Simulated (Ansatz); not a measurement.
# CH₄SSe (SMILES C[Se]S): functionals against CCSD(T) at one geometry

Aim: energy, forces and dipole at a structure displaced at random from a GFN2-xTB minimum, from CCSD(T) and from density functionals.

Program: Ansatz 0.2.0, Gaussian basis. Level of theory: single points in def2-TZVPP. These are calculated values, not measurements.

Cores are frozen in the correlated methods. Filled d shells of the heavier atoms are correlated. B3LYP uses VWN-RPA correlation.

### 1 Starting geometry

7 atoms, charge 0, spin multiplicity 1.

Atoms are counted from 1 here; the program's logs count them from 0.

Bond lengths: C1–Se2 1.985 Å, C1–H4 1.097 Å, C1–H5 1.068 Å, C1–H6 1.074 Å, Se2–S3 2.176 Å, S3–H7 1.344 Å. Angles: Se2–C1–H4 109.2°, Se2–C1–H5 109.8°, Se2–C1–H6 107.5°, H4–C1–H5 109.9°, H4–C1–H6 110.3°, H5–C1–H6 110.2°, C1–Se2–S3 98.9°, Se2–S3–H7 97.0°.

Geometry (Å):

```
C    -0.88410    0.48840   -0.28030
Se    0.50460    0.50820    1.13850
S     2.05420   -0.61810    0.10650
H    -1.18460   -0.54850   -0.47630
H    -0.49690    0.92890   -1.17230
H    -1.72140    1.05640    0.08040
H     1.72620   -1.82890    0.58820
```

### 2 CCSD(T)/def2-TZVPP

Input file run/in.yaml:

```yaml
crystal:
  periodic: [false, false, false]
  atoms:
    - {symbol: C, position_ang: [-0.884100, 0.488400, -0.280300]}
    - {symbol: Se, position_ang: [0.504600, 0.508200, 1.138500]}
    - {symbol: S, position_ang: [2.054200, -0.618100, 0.106500]}
    - {symbol: H, position_ang: [-1.184600, -0.548500, -0.476300]}
    - {symbol: H, position_ang: [-0.496900, 0.928900, -1.172300]}
    - {symbol: H, position_ang: [-1.721400, 1.056400, 0.080400]}
    - {symbol: H, position_ang: [1.726200, -1.828900, 0.588200]}
basis:
  gaussian: {orbitals: def2-TZVPP}
correlation: {method: ccsd_t}
output: {forces: true}
```

The command line of these runs was not kept.

### 3 PBE0-D4/def2-TZVPP

Edit run/in.yaml of step 2 so:

```diff
@@ -12,3 +12,3 @@
   gaussian: {orbitals: def2-TZVPP}
-correlation: {method: ccsd_t}
-output: {forces: true}
+hamiltonian: {xc: pbe0, dispersion: d4}
+output: {forces: true, orbitals: {seedname: orbitals}}
```

### 4 wB97M-V/def2-TZVPP

Edit run/in.yaml of step 3 so:

```diff
@@ -12,3 +12,3 @@
   gaussian: {orbitals: def2-TZVPP}
-hamiltonian: {xc: pbe0, dispersion: d4}
-output: {forces: true, orbitals: {seedname: orbitals}}
+hamiltonian: {xc: {name: wB97M-V}}
+output: {forces: true}
```

### 5 r2SCAN-D4/def2-TZVPP

Edit run/in.yaml of step 4 so:

```diff
@@ -12,3 +12,3 @@
   gaussian: {orbitals: def2-TZVPP}
-hamiltonian: {xc: {name: wB97M-V}}
+hamiltonian: {xc: r2scan, dispersion: d4}
 output: {forces: true}
```

### 6 PBE-D4/def2-TZVPP

Edit run/in.yaml of step 5 so:

```diff
@@ -12,3 +12,3 @@
   gaussian: {orbitals: def2-TZVPP}
-hamiltonian: {xc: r2scan, dispersion: d4}
+hamiltonian: {xc: pbe, dispersion: d4}
 output: {forces: true}
```

### 7 revPBE-D4/def2-TZVPP

Edit run/in.yaml of step 6 so:

```diff
@@ -12,3 +12,3 @@
   gaussian: {orbitals: def2-TZVPP}
-hamiltonian: {xc: pbe, dispersion: d4}
+hamiltonian: {xc: {name: revPBE}, dispersion: d4}
 output: {forces: true}
```

### 8 B3LYP-D4/def2-TZVPP

Edit run/in.yaml of step 7 so:

```diff
@@ -12,3 +12,3 @@
   gaussian: {orbitals: def2-TZVPP}
-hamiltonian: {xc: {name: revPBE}, dispersion: d4}
+hamiltonian: {xc: {name: B3LYP}, dispersion: d4}
 output: {forces: true}
```

(Steps that only read results are left out.)

Before running it: what results should come out? Wanted: energy less free atoms, CCSD(T)/def2-TZVPP; RMS force component; RMS force error; HOMO and LUMO, PBE0-D4; T1 diagnostic.

**Answer**, as computed:

| quantity | value |
| --- | --- |
| energy less free atoms, CCSD(T)/def2-TZVPP | -22.086 eV |
| RMS force component | 0.339 to 0.409 eV/Å over the methods |
| RMS force error | PBE0-D4 0.094, wB97M-V 0.068, r2SCAN-D4 0.075, PBE-D4 0.167, revPBE-D4 0.185, B3LYP-D4 0.093 eV/Å |
| HOMO and LUMO, PBE0-D4 | -6.66 and -0.93 eV |
| T1 diagnostic | 0.010 |

**Reading.** Against CCSD(T) the functionals' energies less atoms differ by -1.140 to -0.614 eV, PBE-D4 by -1.140 eV. CCSD(T) in triple zeta still lacks some correlation energy of the bonds, so part of these gaps is its own basis error and they don't rank the functionals. For forces wB97M-V does best and revPBE-D4 worst. Frozen-core CCSD(T) forces in triple zeta carry basis errors of their own, and this is one geometry, so small gaps rank nothing.
